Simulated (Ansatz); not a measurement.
**CH6AlGa: up Jacob's ladder to CCSD(T)**

How much do the methods differ for CH6AlGa? The plan is to run it at one geometry with functionals of several rungs and with coupled cluster, and see how far each lands from CCSD(T) at the basis-set limit for the atomisation energy.

Computed with Ansatz 0.2.0, Gaussian basis. Level: functionals in def2-TZVPP, the program's frozen cores in correlated methods.

Levels to be run: LDA (SPW92), PBE-D4, revPBE-D4, BLYP-D4, r2SCAN-D4, B97M-V, PBE0-D4, B3LYP-D4, r2SCANh-D4, r2SCAN0-D4, HSE06-D4, BHLYP-D4, CAM-B3LYP-D4, LC-ωPBE, ωB97X-V, ωB97M-V, B2PLYP, PBE-QIDH; CCSD(T)/def2-SVP; CCSD(T)/def2-TZVPP; MP2/def2-QZVPP; extrapolation to the limit; RPA on PBE.

**1. Structure used throughout**

All runs share one geometry, relaxed beforehand with PBE0-D4 in a triple-zeta def2 set.

9 atoms, charge 0, spin multiplicity 1.

Atoms are counted from 1 here; the program's logs count them from 0.

Bond lengths: Al1–C2 1.939 Å, Al1–H4 1.589 Å, Al1–H5 1.589 Å, C2–Ga3 1.957 Å, C2–H6 1.096 Å, C2–H7 1.095 Å, Ga3–H8 1.572 Å, Ga3–H9 1.572 Å. Angles: C2–Al1–H4 120.1°, C2–Al1–H5 120.1°, H4–Al1–H5 119.9°, Al1–C2–Ga3 116.4°, Al1–C2–H6 107.7°, Al1–C2–H7 107.8°, Ga3–C2–H6 107.2°, Ga3–C2–H7 107.2°, H6–C2–H7 110.6°, C2–Ga3–H8 119.8°, C2–Ga3–H9 119.8°, H8–Ga3–H9 120.3°.

**2. LDA**

This LDA is Slater exchange with PW92 correlation.

File in.yaml:

```yaml
crystal:
  periodic: [false, false, false]
  atoms:
    - {symbol: Al, position_ang: [-0.545602, -0.261653, 1.563096]}
    - {symbol: C, position_ang: [-0.545778, -0.320685, -0.374917]}
    - {symbol: Ga, position_ang: [0.979723, 0.515886, -1.270103]}
    - {symbol: H, position_ang: [0.138977, -1.429204, 2.394891]}
    - {symbol: H, position_ang: [-1.205646, 0.968264, 2.321634]}
    - {symbol: H, position_ang: [-1.447532, 0.194171, -0.724050]}
    - {symbol: H, position_ang: [-0.562230, -1.373342, -0.677655]}
    - {symbol: H, position_ang: [2.263491, -0.333967, -1.585624]}
    - {symbol: H, position_ang: [0.924586, 2.040530, -1.647274]}
basis:
  gaussian: {orbitals: def2-TZVPP}
hamiltonian: {xc: lda}
output: {orbitals: {seedname: orbitals}}
```

On the command line:

```console
ansatz run in.yaml --threads 2 --pin off --events-out ev --progress --plain --max-ram 4352MiB
```

The runs that follow: PBE-D4 (GGA); revPBE-D4 (GGA); BLYP-D4 (GGA); r2SCAN-D4 (meta-GGA); B97M-V (meta-GGA); PBE0-D4 (hybrid); B3LYP-D4 (hybrid); r2SCANh-D4 (hybrid); r2SCAN0-D4 (hybrid); HSE06-D4 (hybrid); BHLYP-D4 (hybrid); CAM-B3LYP-D4 (range-separated); LC-ωPBE (range-separated); ωB97X-V (range-separated); ωB97M-V (range-separated); B2PLYP (double hybrid); PBE-QIDH (double hybrid); CCSD(T) in def2-SVP; CCSD(T) in def2-TZVPP; MP2 in def2-QZVPP; RPA on PBE orbitals.

Before running them: what should the planned runs give, taken together? Wanted: atomisation energy, CCSD(T)/CBS; farthest beyond LDA; mean size of error, GGA; mean size of error, meta-GGA; mean size of error, hybrid; mean size of error, range-separated; mean size of error, double hybrid; gap, smallest and largest; T1 diagnostic.

As calculated:

```
                               quantity                                                                       value
        atomisation energy, CCSD(T)/CBS                                                              610.1 kcal/mol
functionals within 6.1 kcal/mol (1.0 %)  r2SCAN-D4, r2SCANh-D4, r2SCAN0-D4, CAM-B3LYP-D4, LC-ωPBE, ωB97X-V, ωB97M-V
                    farthest beyond LDA                                                  revPBE-D4 (-18.4 kcal/mol)
                mean size of error, GGA                                                               13.9 kcal/mol
           mean size of error, meta-GGA                                                                4.2 kcal/mol
             mean size of error, hybrid                                                                7.5 kcal/mol
    mean size of error, range-separated                                                                2.5 kcal/mol
      mean size of error, double hybrid                                                                9.0 kcal/mol
              gap, smallest and largest                                   3.94 eV (LDA (SPW92)), 10.65 eV (LC-ωPBE)
                          T1 diagnostic                                                                      0.0124
triples share of the correlation energy                                                                       3.6 %
```

**Reading.** LDA overbinds by 62.8 kcal/mol (10 %). PBE-D4 is off by -8.5 kcal/mol. Double hybrids carry the basis error of their MP2 part in triple zeta, and no dispersion term here, so their miss is partly the set-up's. The rungs range-separated, meta-GGA miss on average by less than the doubt on the reference (6.1 kcal/mol), so they tie. Misses under about 6.1 kcal/mol are within the doubt on the reference itself, which lacks core-valence correlation, relativity and higher excitations, and its outer-core shells are covered unevenly. Hartree-Fock recovers 75 % of the binding; the rest is correlation. CCSD(T) in def2-SVP is off by -30.9 kcal/mol, worse than the median functional, from the basis alone. Orbital gaps span 3.9 to 10.6 eV; exact exchange widens them. Correlated methods include outer-core shells of Ga, which these sets cover unevenly.
